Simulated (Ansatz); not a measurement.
ClHIIn, SMILES [Cl][InH][I]: an atomisation energy, run with the Python package of Ansatz (0.2.0).

The script, `tae_clhiin.py`:
```python
from collections import Counter

import ansatz as az
from ase import Atoms


def single_point(molecule, charge=0, unpaired=0):
    calc = molecule.calculation().basis(gaussian="def2-SVP").functional("b3lyp", dispersion="d3bj")
    if charge:
        calc = calc.charge(charge)
    if unpaired:
        calc = calc.spin("collinear", total=unpaired)
    report = calc.run(threads=1).report
    if report["published_state_doubts"]:
        print("  doubts:", report["published_state_doubts"])
    return report["free_energy_ev"]


def main() -> None:
    atoms = Atoms(["Cl", "In", "I", "H"], positions=[
        [-2.0501, 0.5096, -0.9347],
        [0.2017, 0.0966, -0.1587],
        [1.0464, -2.1479, 0.5648],
        [0.8575, 1.4815, 0.5082],
    ])
    geometry = az.Crystal.molecule_from_ase(atoms)

    unpaired = {"Cl": 1, "In": 1, "I": 1, "H": 1}
    counts = Counter(site.symbol for site in geometry.cartesian_sites)
    atom_energy = {s: single_point(az.Crystal.molecule().atom(s, (0, 0, 0)), 0, unpaired[s]) for s in counts}
    whole = single_point(geometry, 0, 0)
    for s, e in atom_energy.items():
        print(f"{s:2s} x{counts[s]}  {e:14.5f} eV")
    print(f"ClHIIn: {whole:.5f} eV")
    split = sum(counts[s] * e for s, e in atom_energy.items()) - whole
    print(f"atomisation energy (no zero-point term): {23.060548 * split:.1f} kcal/mol, {split / sum(counts.values()):.3f} eV an atom")


if __name__ == "__main__":
    main()
```

What does it cost to take this molecule apart into atoms?

182.8 kcal/mol from the electronic energies, without the zero-point term.

The output:

```console
$ python tae_clhiin.py
Cl x1    -12517.40107 eV
In x1     -5175.10710 eV
I  x1     -8102.69285 eV
H  x1       -13.63995 eV
ClHIIn: -25816.76796 eV
atomisation energy (no zero-point term): 182.8 kcal/mol, 1.982 eV an atom
```

Caveats:
- Total energies depend on the basis set; only differences at equal settings carry meaning.
- The geometry is a force-field or estimated start, not a minimum of this method, and the basis set is short of its limit. All parts are taken at fixed geometry, without zero-point energy.
- def2 sets replace the cores of elements past krypton by effective core potentials.
- b3lyp holds the VWN-RPA fit, as in Gaussian; the form of ORCA and Turbomole is b3lyp5.
- The spin-orbit lowering of heavy atoms is left out.
- Timing: 6.3 s on 1 thread of Intel(R) Xeon(R) Processor @ 2.30GHz, with other jobs on the host, peak memory 0.28 GiB.
